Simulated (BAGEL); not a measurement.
**ROHF/6-31G(d) (density fitting with qzvpp-jkfit, spherical functions) run of SiBrClF (SMILES F[Si](Cl)Br)**

Aim: the vertical doublet–quartet gap of SiBrClF at ROHF/6-31G* (density fitting with qzvpp-jkfit, spherical functions), from 2 runs. 

The calculation is run with BAGEL 1.2.2.

1 further run of the same task is left out (it didn't finish). Runs told in other sessions of the task aren't counted.

## Step 1: The system as given

The species is SiBrClF (4 atoms), meant as a doublet with charge 0. As SMILES, `F[Si](Cl)Br`. Geometry: relaxed at PBE0-D4/def2-TZVP.

Bond lengths: F1–Si2 1.590 Å, Si2–Cl3 2.040 Å, Si2–Br4 2.209 Å. Angles: F1–Si2–Cl3 107.6°, F1–Si2–Br4 108.2°, Cl3–Si2–Br4 111.0°.

## Step 2: A single-point energy at ROHF/6-31G(d) (density fitting with qzvpp-jkfit, spherical functions)

File calc.json:

```json
{ "bagel": [

{
  "title": "molecule",
  "basis": "6-31gs.json",
  "df_basis": "qzvpp-jkfit",
  "angstrom": "true",
  "geometry": [
    { "atom": "F", "xyz": [   -0.532200,    0.674200,   -1.342900 ] },
    { "atom": "Si", "xyz": [   -0.280900,   -0.390800,   -0.189900 ] },
    { "atom": "Cl", "xyz": [   -1.027100,    0.388000,    1.541900 ] },
    { "atom": "Br", "xyz": [    1.895700,   -0.731700,   -0.029400 ] }
  ]
},
{ "title": "rohf", "nopen": 1 },
{ "title": "print", "file": "orbitals.molden", "orbitals": "true" }

]}
```

The basis set 6-31G* is read from a file made from the Basis Set Exchange's data (not shown).

Started as:

```sh
BAGEL_NUM_THREADS=1 BAGEL calc.json > calc.out
```

The program printed:

```text
* using 1 threads per process

  ===============================================================
  ===============================================================

  *** Geometry ***

  { "atom" : "F", "xyz" : [     -1.005712,      1.274053,     -2.537713 ] },
  { "atom" : "Si", "xyz" : [     -0.530824,     -0.738505,     -0.358859 ] },
  { "atom" : "Cl", "xyz" : [     -1.940938,      0.733214,      2.913769 ] },
  { "atom" : "Br", "xyz" : [      3.582354,     -1.382713,     -0.055558 ] },

  Number of auxiliary basis functions:      599

  Since a DF basis is specified, we compute 2- and 3-index integrals:
    o Being stored without compression. Storage requirement is 0.032 GB

  Number of basis functions:       82
  Number of electrons      :       75

    * METHOD: MOLECULE                             0.43

  *** Open-shell HF ***

  === Nuclear Repulsion ===
   392.3026743078

      * DIIS with orbital gradients will be used.

  === ROHF iteration (6-31gs.json) ===
      0      -3419.88594750          0.03092248           0.34
      1      -3419.99253568          0.02100239           0.33
      2      -3420.03164786          0.01307109           0.33
      3      -3420.05442826          0.00095842           0.33
      4      -3420.05529531          0.00043896           0.34
      5      -3420.05554840          0.00012347           0.34
      6      -3420.05561260          0.00003554           0.35
      7      -3420.05563385          0.00001445           0.34
      8      -3420.05563722          0.00000368           0.34
      9      -3420.05563816          0.00000135           0.34
     10      -3420.05563835          0.00000044           0.34
     11      -3420.05563842          0.00000017           0.33
     12      -3420.05563843          0.00000008           0.34
     13      -3420.05563844          0.00000003           0.34
     14      -3420.05563844          0.00000001           0.34
     15      -3420.05563845          0.00000000           0.33
    * SCF iteration converged.

    * S^2 (ROHF) is 0.7500

    * Permanent dipole moment:
           (    0.231352,     0.512251,     0.127341) a.u.

    * METHOD: ROHF                                 5.75

    * METHOD: PRINT                                0.02

  ===============================================================
```

Wall time 6.6 s (1 thread of Arm Neoverse V1, shared host); peak memory 0.15 GiB.

## Step 3: The quartet at the same level

File input.json:

```json
{ "bagel" : [

{
  "title" : "molecule",
  "basis" : "6-31gs.json",
  "df_basis" : "qzvpp-jkfit",
  "angstrom" : "true",
  "geometry" : [
    { "atom" : "F", "xyz" : [   -0.532200,    0.674200,   -1.342900 ] },
    { "atom" : "Si", "xyz" : [   -0.280900,   -0.390800,   -0.189900 ] },
    { "atom" : "Cl", "xyz" : [   -1.027100,    0.388000,    1.541900 ] },
    { "atom" : "Br", "xyz" : [    1.895700,   -0.731700,   -0.029400 ] }
  ]
},
{ "title" : "rohf", "nopen" : 3 },
{ "title" : "print", "file" : "orbitals.molden", "orbitals" : "true" }

]}
```

The basis set 6-31G* is read from a file made from the Basis Set Exchange's data (not shown).

Started as:

```sh
BAGEL_NUM_THREADS=1 BAGEL input.json > input.out
```

The program printed:

```text
* using 1 threads per process

  ===============================================================
  ===============================================================

  *** Geometry ***

  { "atom" : "F", "xyz" : [     -1.005712,      1.274053,     -2.537713 ] },
  { "atom" : "Si", "xyz" : [     -0.530824,     -0.738505,     -0.358859 ] },
  { "atom" : "Cl", "xyz" : [     -1.940938,      0.733214,      2.913769 ] },
  { "atom" : "Br", "xyz" : [      3.582354,     -1.382713,     -0.055558 ] },

  Number of auxiliary basis functions:      599

  Since a DF basis is specified, we compute 2- and 3-index integrals:
    o Being stored without compression. Storage requirement is 0.032 GB

  Number of basis functions:       82
  Number of electrons      :       75

    * METHOD: MOLECULE                             0.44

  *** Open-shell HF ***

  === Nuclear Repulsion ===
   392.3026743078

      * DIIS with orbital gradients will be used.

  === ROHF iteration (6-31gs.json) ===
      0      -3419.59319235          0.02898904           0.36
      1      -3419.69443797          0.02113951           0.35
      2      -3419.74052158          0.01329429           0.34
      3      -3419.76899006          0.00149643           0.34
      4      -3419.77461158          0.00087588           0.34
      5      -3419.77675354          0.00054496           0.34
      6      -3419.77783742          0.00037090           0.34
      7      -3419.77844317          0.00025840           0.34
      8      -3419.77887429          0.00011444           0.36
      9      -3419.77895422          0.00006600           0.35
     10      -3419.77898065          0.00005085           0.35
     11      -3419.77899718          0.00004333           0.35
     12      -3419.77901244          0.00003710           0.34
     13      -3419.77902896          0.00002964           0.32
     14      -3419.77903816          0.00002441           0.33
     15      -3419.77904153          0.00002145           0.34
     16      -3419.77904400          0.00001984           0.34
     17      -3419.77904590          0.00001862           0.34
     18      -3419.77904863          0.00001755           0.35
     19      -3419.77905094          0.00001684           0.34
     20      -3419.77905354          0.00001624           0.34
     21      -3419.77905709          0.00001534           0.35
     22      -3419.77906166          0.00001385           0.35
     23      -3419.77906798          0.00001169           0.35
     24      -3419.77907209          0.00000975           0.35
     25      -3419.77907477          0.00000837           0.35
     26      -3419.77907672          0.00000727           0.36
     27      -3419.77907833          0.00000604           0.35
     28      -3419.77907988          0.00000429           0.35
     29      -3419.77907994          0.00000345           0.34
     30      -3419.77907999          0.00000276           0.34
     31      -3419.77908000          0.00000232           0.34
     32      -3419.77907997          0.00000182           0.35
     33      -3419.77908000          0.00000131           0.36
     34      -3419.77908001          0.00000107           0.36
     35      -3419.77908002          0.00000097           0.34
     36      -3419.77908006          0.00000090           0.35
     37      -3419.77908011          0.00000081           0.33
     38      -3419.77908017          0.00000064           0.33
     39      -3419.77908017          0.00000051           0.35
     40      -3419.77908017          0.00000035           0.35
     41      -3419.77908019          0.00000024           0.34
     42      -3419.77908015          0.00000015           0.34
     43      -3419.77908014          0.00000013           0.35
     44      -3419.77908015          0.00000011           0.35
     45      -3419.77908015          0.00000009           0.35
     46      -3419.77908014          0.00000006           0.34
     47      -3419.77908015          0.00000004           0.33
     48      -3419.77908015          0.00000003           0.34
     49      -3419.77908015          0.00000002           0.38
     50      -3419.77908015          0.00000001           0.34
     51      -3419.77908015          0.00000001           0.34
    * SCF iteration converged.

    * S^2 (ROHF) is 3.7500

    * Permanent dipole moment:
           (   -1.428167,     0.879421,     0.263684) a.u.

    * METHOD: ROHF                                18.27

    * METHOD: PRINT                                0.02

  ===============================================================
```

Run time: 19 s. Hardware: 1 thread of Arm Neoverse V1, shared host; peak memory 0.15 GiB.

## Step 4: Summary of results

Level: ROHF/6-31G* (density fitting with qzvpp-jkfit, spherical functions).

```
                                        quantity           value
                           doublet: total energy  -3420.05564 Eh
                          doublet: dipole moment          1.46 D
                                   doublet: ⟨S²⟩           0.750
                           quartet: total energy  -3419.77908 Eh
                          quartet: dipole moment          4.32 D
                                   quartet: ⟨S²⟩           3.750
vertical energy of the quartet above the doublet        7.526 eV
```

At this shape the quartet lies 7.53 eV (726 kJ/mol) above the doublet.
